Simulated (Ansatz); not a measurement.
# Sr: the cost of one run

Computed with Ansatz 0.2.0 (DFT LDA, frozen-core PAW, scalar-relativistic unless said, unless a step's input says otherwise).

1 further run of the same task is left out (for a known fault of the program).

### 1 The starting structure

Symmetry: P6_3/mmc, No. 194, hexagonal system. The conventional cell has a = 4.310 Å, b = 4.310 Å, c = 7.050 Å, α = 90.00°, β = 90.00°, γ = 120.00°. Sr (site symmetry -6m2) is surrounded by 12 Sr at 4.31 Å.

Structure file:

```cif
data_structure
_symmetry_space_group_name_H-M 'P 1'
_symmetry_Int_Tables_number 1
_cell_length_a 4.3100
_cell_length_b 4.3100
_cell_length_c 7.0500
_cell_angle_alpha 90.000
_cell_angle_beta 90.000
_cell_angle_gamma 120.000
_cell_volume 113.42
loop_
_atom_site_label
_atom_site_type_symbol
_atom_site_fract_x
_atom_site_fract_y
_atom_site_fract_z
_atom_site_occupancy
Sr1 Sr 0.33333 0.66667 0.25000 1
Sr2 Sr 0.66667 0.33333 0.75000 1
```

Cartesian axes are those of the input's lattice vectors. The structure goes back to a database entry.

### 2 Cell and atoms relaxed, PAW

input.yaml

```yaml
crystal:
  lattice:
    - [4.31, 0.0, 0.0]
    - [-2.155, 3.73256949031, 0.0]
    - [0.0, 0.0, 7.05]
  atoms:
    - { symbol: Sr, position: [0.333333333333, 0.666666666667, 0.25] }
    - { symbol: Sr, position: [0.666666666667, 0.333333333333, 0.75] }
kpoints:
  mp_grid: { grid: [14, 14, 8] }
scf:
  occupations: { method: fermi_dirac, width: 0.08 }
hamiltonian:
  xc: lda
  pseudopotentials: { kind: paw }
relax:
  f_tol: 0.002
  max_steps: 80
  cell: {}
output:
  forces: true
  stress: true
```

Started as:

```
ansatz run input.yaml --threads 1 --pin off --max-ram 3072MiB --backend cpu --events-out ev --progress --plain --runs-dir out
```

What time and memory should one allow on 1 thread of Arm Neoverse V2, shared host?

About 32 s, with a peak of 0.48 GiB.
